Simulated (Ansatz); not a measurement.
# SiC3: the cost of one run

Method: DFT PBEsol, scalar-relativistic, plane waves, PAW, in Ansatz 0.2.0.

## 1. The structure to begin with

The cell holds 24 atoms (C18Si6): a = 5.757 Å, b = 5.757 Å, c = 7.051 Å, α = 90.00°, β = 90.00°, γ = 120.00°.

The sites of an ideal diamond lattice, at a guessed lattice constant, take 18 C, 6 Si (sublattices apart by semicolons), with a shake of 0.02 Å. Warren-Cowley parameters of the first shell (negative: unlike neighbours preferred): C-Si +0.00. In a cell this small the draw can fall short of the order aimed at.

As a file:

```xyz
24
Lattice="-4.0710 -4.0710 0.0000 0.0000 4.0710 4.0710 -4.0710 4.0710 -4.0710" Properties=species:S:1:pos:R:3 pbc="T T T"
C    -2.0235    2.0704    4.0521
C    -0.0087    4.0576    4.0495
C    -6.1050   -0.0084   -2.0491
C    -4.0582    0.0007   -0.0156
C    -2.0386   -0.0016    2.0341
C    -4.0776   -2.0256    2.0299
C    -4.1020    4.0870    0.0132
C    -4.0806    2.0160    2.0272
C    -2.0358    4.0605    2.0433
C    -5.0956    3.0520   -3.0244
C    -7.1312    0.9966   -3.0456
C    -5.0945    0.9936   -1.0327
C    -3.0361    3.0479   -1.0211
C    -3.0408    0.9940    1.0013
C    -5.0760    5.0877   -1.0383
C    -3.0597    5.0635    1.0215
C    -3.0113    3.0736    3.0279
C    -5.0902    1.0179    2.9988
Si   -4.0686    2.0214   -2.0114
Si   -2.0180    2.0466    0.0384
Si   -6.0988    2.0646    0.0161
Si   -1.0337    3.0711    1.0073
Si   -7.0895    3.0296   -1.0197
Si   -5.0966    3.0615    1.0046
```

## 2. Relaxation without symmetry, coarse mesh

A cheap relaxation: coarse mesh, no symmetry, loose thresholds.

File input.yaml:

```yaml
crystal:
  lattice:
    - [-4.07101222, -4.07101222, 0.0]
    - [0.0, 4.07101222, 4.07101222]
    - [-4.07101222, 4.07101222, -4.07101222]
  atoms:
    - { symbol: C, position: [0.4936349777, 0.9987736679, 0.0034227483] }
    - { symbol: C, position: [0.0007610904, 0.996094556, 0.0013793242] }
    - { symbol: C, position: [0.8326563474, 0.1636198459, 0.6669659057] }
    - { symbol: C, position: [0.6632267669, 0.3297895411, 0.3336160528] }
    - { symbol: C, position: [0.5005227123, 0.4998938964, 0.0002430127] }
    - { symbol: C, position: [0.9998089683, 0.5004337943, 0.0018122892] }
    - { symbol: C, position: [0.3381829054, 0.6726735485, 0.6694287391] }
    - { symbol: C, position: [0.6691482447, 0.8311587515, 0.3332090092] }
    - { symbol: C, position: [0.1682228032, 0.8337750185, 0.3318546257] }
    - { symbol: C, position: [0.336912018, 0.1718373914, 0.9147597938] }
    - { symbol: C, position: [0.8368207701, 0.166750758, 0.9148810695] }
    - { symbol: C, position: [0.668369102, 0.3293835379, 0.5830457693] }
    - { symbol: C, position: [0.1640214992, 0.3309411851, 0.5817711023] }
    - { symbol: C, position: [0.4985645074, 0.4943408762, 0.2483833322] }
    - { symbol: C, position: [0.3296532188, 0.6621654589, 0.9172187312] }
    - { symbol: C, position: [0.1700984138, 0.8324159206, 0.5814872936] }
    - { symbol: C, position: [0.4893865497, 0.9940715147, 0.2503087619] }
    - { symbol: C, position: [0.9957658752, 0.9912174585, 0.254588346] }
    - { symbol: Si, position: [0.3360711109, 0.1692671505, 0.663334714] }
    - { symbol: Si, position: [0.1660440248, 0.3391046585, 0.329663334] }
    - { symbol: Si, position: [0.830999357, 0.6710490608, 0.6670962964] }
    - { symbol: Si, position: [0.0003020169, 0.5010663761, 0.2536242445] }
    - { symbol: Si, position: [0.8294234858, 0.6615658081, 0.9120457857] }
    - { symbol: Si, position: [0.6662107473, 0.83250328, 0.5857222668] }
  symmetry: { detect: false }
basis:
  ecutwfc: 420
kpoints:
  mp_grid: { grid: [3, 3, 2], shift: [0.0, 0.0, 0.5] }
hamiltonian:
  xc: pbesol
scf:
  occupations: { method: gaussian, width: 0.1 }
  lower_state_search: "off"
output:
  forces: true
  stress: true
  eigenvalues: true
relax:
  adjacent_minimum: "off"
  f_tol: 0.04
  max_steps: 50
  cell: { stress_tol: 0.3 }
```

Launch:

```bash
$ ansatz run input.yaml --threads 4 --pin off --max-ram 9216MiB --backend cpu --events-out ev --progress --plain --runs-dir out
```

**Question.** How long does this run take on 4 threads of Arm Neoverse V2, shared host, and how much memory does it need?

About 35 s, with a peak of 0.59 GiB.
